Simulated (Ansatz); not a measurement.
# BF3H2Se: a ladder of functionals and wavefunction methods

How much do the methods differ for BF3H2Se? The plan is to run it at one geometry with functionals of several rungs and with coupled cluster. The yardstick is the atomisation energy at the CCSD(T) limit.

Computed with Ansatz 0.2.0, Gaussian basis. Level: functionals in def2-TZVPP, the program's frozen cores in correlated methods.

Plan: LDA (SPW92), PBE-D4, revPBE-D4, BLYP-D4, r2SCAN-D4, B97M-V, PBE0-D4, B3LYP-D4, r2SCANh-D4, r2SCAN0-D4, HSE06-D4, BHLYP-D4, CAM-B3LYP-D4, LC-ωPBE, ωB97X-V, ωB97M-V, B2PLYP, PBE-QIDH; CCSD(T)/def2-SVP; CCSD(T)/def2-TZVPP; MP2/def2-QZVPP; extrapolation to the limit; RPA on PBE.

**1. The geometry**

The geometry comes from an earlier relaxation with PBE0-D4 in a triple-zeta def2 set; it is a stationary point, not always the lowest conformer.

7 atoms, charge 0, spin multiplicity 1.

Atoms are counted from 1 here; the program's logs count them from 0.

Bond lengths: F1–B2 1.316 Å, B2–F3 1.317 Å, B2–F4 1.316 Å, Se5–H6 1.467 Å, Se5–H7 1.467 Å. Angles: F1–B2–F3 119.7°, F1–B2–F4 119.9°, F3–B2–F4 119.7°, H6–Se5–H7 91.2°.

**2. LDA**

This LDA is Slater exchange with PW92 correlation.

Input file in.yaml:

```yaml
crystal:
  periodic: [false, false, false]
  atoms:
    - {symbol: F, position_ang: [0.239454, -1.087466, 1.678233]}
    - {symbol: B, position_ang: [0.312819, -1.247318, 0.373759]}
    - {symbol: F, position_ang: [-0.782054, -1.495468, -0.315434]}
    - {symbol: F, position_ang: [1.488180, -1.356481, -0.208694]}
    - {symbol: Se, position_ang: [0.170644, 1.745369, -0.147846]}
    - {symbol: H, position_ang: [-1.264243, 1.810083, 0.151899]}
    - {symbol: H, position_ang: [-0.103600, 1.563180, -1.577716]}
basis:
  gaussian: {orbitals: def2-TZVPP}
hamiltonian: {xc: lda}
output: {orbitals: {seedname: orbitals}}
```

The run is started by

```bash
$ ansatz run in.yaml --threads 4 --pin off --events-out ev --progress --plain --max-ram 10444MiB
```

After this run come: PBE-D4 (GGA); revPBE-D4 (GGA); BLYP-D4 (GGA); r2SCAN-D4 (meta-GGA); B97M-V (meta-GGA); B3LYP-D4 (hybrid); r2SCANh-D4 (hybrid); r2SCAN0-D4 (hybrid); HSE06-D4 (hybrid); BHLYP-D4 (hybrid); CAM-B3LYP-D4 (range-separated); LC-ωPBE (range-separated); ωB97X-V (range-separated); ωB97M-V (range-separated); B2PLYP (double hybrid); PBE-QIDH (double hybrid); CCSD(T) in def2-SVP; CCSD(T) in def2-TZVPP; MP2 in def2-QZVPP; RPA on PBE orbitals.

Q: Predict the results of all the runs planned. Wanted: atomisation energy, CCSD(T)/CBS; farthest beyond LDA; mean size of error, GGA; mean size of error, meta-GGA; mean size of error, hybrid; mean size of error, range-separated; mean size of error, double hybrid; gap, smallest and largest; T1 diagnostic.

**Answer**, as computed:

```
                               quantity                                                                                                         value
        atomisation energy, CCSD(T)/CBS                                                                                                638.4 kcal/mol
functionals within 6.4 kcal/mol (1.0 %)  BLYP-D4, r2SCAN-D4, B97M-V, PBE0-D4, B3LYP-D4, r2SCANh-D4, HSE06-D4, CAM-B3LYP-D4, LC-ωPBE, ωB97X-V, ωB97M-V
                    farthest beyond LDA                                                                                     BHLYP-D4 (-29.2 kcal/mol)
                mean size of error, GGA                                                                                                  7.2 kcal/mol
           mean size of error, meta-GGA                                                                                                  1.3 kcal/mol
             mean size of error, hybrid                                                                                                 10.7 kcal/mol
    mean size of error, range-separated                                                                                                  3.3 kcal/mol
      mean size of error, double hybrid                                                                                                  7.9 kcal/mol
              gap, smallest and largest                                                                         5.22 eV (BLYP-D4), 12.49 eV (LC-ωPBE)
                          T1 diagnostic                                                                                                        0.0107
triples share of the correlation energy                                                                                                         2.9 %
```

**Reading.** The LDA atomisation energy is off by 104.1 kcal/mol (16 %): it overbinds. PBE-D4 is off by +12.2 kcal/mol. Double hybrids carry the basis error of their MP2 part in triple zeta, and no dispersion term here, so their miss is partly the set-up's. The rungs meta-GGA, range-separated miss on average by less than the doubt on the reference (6.4 kcal/mol), so they tie. The reference freezes the cores and leaves out relativity and excitations past (T), and its outer-core shells are covered unevenly, so misses under about 6.4 kcal/mol can't be ranked. All levels share the lack of spin-orbit coupling, which lowers the free heavy atoms and so the true binding. Hartree-Fock recovers 74 % of the binding; the rest is correlation. CCSD(T) in def2-SVP is off by -30.3 kcal/mol, more than most functionals: a good method in a small basis is no reference. Orbital gaps span 5.2 to 12.5 eV; exact exchange widens them. Correlated methods include outer-core shells of Se, which these sets cover unevenly.
